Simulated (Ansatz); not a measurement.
**CH₇GaN₂: one species, many methods**

How much do the methods differ for CH₇GaN₂? The plan is to run it at one geometry with functionals of several rungs and with coupled cluster. The yardstick is the atomisation energy at the CCSD(T) limit.

The runs use Ansatz 0.2.0, Gaussian basis; functionals in def2-TZVPP, the program's frozen cores in correlated methods.

Plan: LDA (SPW92), PBE-D4, revPBE-D4, BLYP-D4, r2SCAN-D4, B97M-V, PBE0-D4, B3LYP-D4, r2SCANh-D4, r2SCAN0-D4, HSE06-D4, BHLYP-D4, CAM-B3LYP-D4, LC-ωPBE, ωB97X-V, ωB97M-V, B2PLYP, PBE-QIDH; CCSD(T)/def2-SVP; CCSD(T)/def2-TZVPP; MP2/def2-QZVPP; extrapolation to the limit; RPA on PBE.

## 1. The geometry

All runs share one geometry, relaxed beforehand with PBE0-D4 in a triple-zeta def2 set.

SMILES `[CH3][Ga]([NH2])[NH2]`, 11 atoms, charge 0, spin multiplicity 1.

Atoms are counted from 1 here; the program's logs count them from 0.

Bond lengths: C1–Ga2 1.957 Å, C1–H5 1.091 Å, C1–H6 1.092 Å, C1–H7 1.092 Å, Ga2–N3 1.823 Å, Ga2–N4 1.822 Å, N3–H8 1.005 Å, N3–H9 1.005 Å, N4–H10 1.005 Å, N4–H11 1.005 Å. Angles: Ga2–C1–H5 111.3°, Ga2–C1–H6 110.5°, Ga2–C1–H7 110.7°, H5–C1–H6 108.1°, H5–C1–H7 108.5°, H6–C1–H7 107.7°, C1–Ga2–N3 122.0°, C1–Ga2–N4 122.2°, N3–Ga2–N4 115.8°, Ga2–N3–H8 123.8°, Ga2–N3–H9 122.8°, H8–N3–H9 111.4°, Ga2–N4–H10 122.9°, Ga2–N4–H11 124.1°, H10–N4–H11 111.5°.

## 2. LDA

This LDA is Slater exchange with PW92 correlation.

Input file in.yaml:

```yaml
crystal:
  periodic: [false, false, false]
  atoms:
    - {symbol: C, position_ang: [-0.606354, 1.659142, 0.052941]}
    - {symbol: Ga, position_ang: [0.065325, -0.178067, -0.007436]}
    - {symbol: N, position_ang: [0.086438, -1.247696, 1.468898]}
    - {symbol: N, position_ang: [0.708390, -0.928239, -1.538469]}
    - {symbol: H, position_ang: [-0.742607, 2.064795, -0.950498]}
    - {symbol: H, position_ang: [0.093961, 2.304243, 0.588201]}
    - {symbol: H, position_ang: [-1.563569, 1.702138, 0.576164]}
    - {symbol: H, position_ang: [0.531920, -2.148513, 1.500137]}
    - {symbol: H, position_ang: [-0.110154, -0.903570, 2.392593]}
    - {symbol: H, position_ang: [0.628034, -0.487200, -2.437951]}
    - {symbol: H, position_ang: [0.974115, -1.894032, -1.623879]}
basis:
  gaussian: {orbitals: def2-TZVPP}
hamiltonian: {xc: lda}
output: {orbitals: {seedname: orbitals}}
```

Further steps of the session: PBE-D4 (GGA); revPBE-D4 (GGA); BLYP-D4 (GGA); r2SCAN-D4 (meta-GGA); B97M-V (meta-GGA); PBE0-D4 (hybrid); B3LYP-D4 (hybrid); r2SCANh-D4 (hybrid); r2SCAN0-D4 (hybrid); HSE06-D4 (hybrid); BHLYP-D4 (hybrid); CAM-B3LYP-D4 (range-separated); LC-ωPBE-D4 (range-separated); ωB97X-V (range-separated); ωB97M-V (range-separated); B2PLYP (double hybrid); PBE-QIDH (double hybrid); CCSD(T) in def2-SVP; CCSD(T) in def2-TZVPP; MP2 in def2-QZVPP; RPA on PBE orbitals.

**Question.** What will the summary of the whole plan be? Wanted: atomisation energy, CCSD(T)/CBS; farthest beyond LDA; mean size of error, GGA; mean size of error, meta-GGA; mean size of error, hybrid; mean size of error, range-separated; mean size of error, double hybrid; gap, smallest and largest; T1 diagnostic.

The runs gave:

| quantity | value |
| --- | --- |
| atomisation energy, CCSD(T)/CBS | 3745.5 kJ/mol |
| functionals within 37.5 kJ/mol (1.0 %) | PBE-D4, BLYP-D4, r2SCAN-D4, B97M-V, PBE0-D4, B3LYP-D4, HSE06-D4, CAM-B3LYP-D4, LC-ωPBE, ωB97X-V, ωB97M-V |
| farthest beyond LDA | BHLYP-D4 (-126.7 kJ/mol) |
| mean size of error, GGA | 40.6 kJ/mol |
| mean size of error, meta-GGA | 34.9 kJ/mol |
| mean size of error, hybrid | 59.0 kJ/mol |
| mean size of error, range-separated | 11.0 kJ/mol |
| mean size of error, double hybrid | 55.1 kJ/mol |
| gap, smallest and largest | 4.65 eV (BLYP-D4), 12.02 eV (LC-ωPBE) |
| T1 diagnostic | 0.0119 |
| triples share of the correlation energy | 3.8 % |

What this shows: LDA overbinds by 505.2 kJ/mol (13 %). PBE-D4 misses by +33.2 kJ/mol. Double hybrids carry the basis error of their MP2 part in triple zeta, and no dispersion term here, so their miss is partly the set-up's. The rungs range-separated, meta-GGA miss on average by less than the doubt on the reference (37.5 kJ/mol), so they tie. The reference freezes the cores and leaves out relativity and excitations past (T), and its outer-core shells are covered unevenly, so misses under about 37.5 kJ/mol can't be ranked. Hartree-Fock recovers 69 % of the binding; the rest is correlation. CCSD(T) in def2-SVP is off by -269.9 kJ/mol, worse than the median functional, from the basis alone. Orbital gaps span 4.6 to 12.0 eV; exact exchange widens them. Correlated methods include outer-core shells of Ga, which these sets cover unevenly.
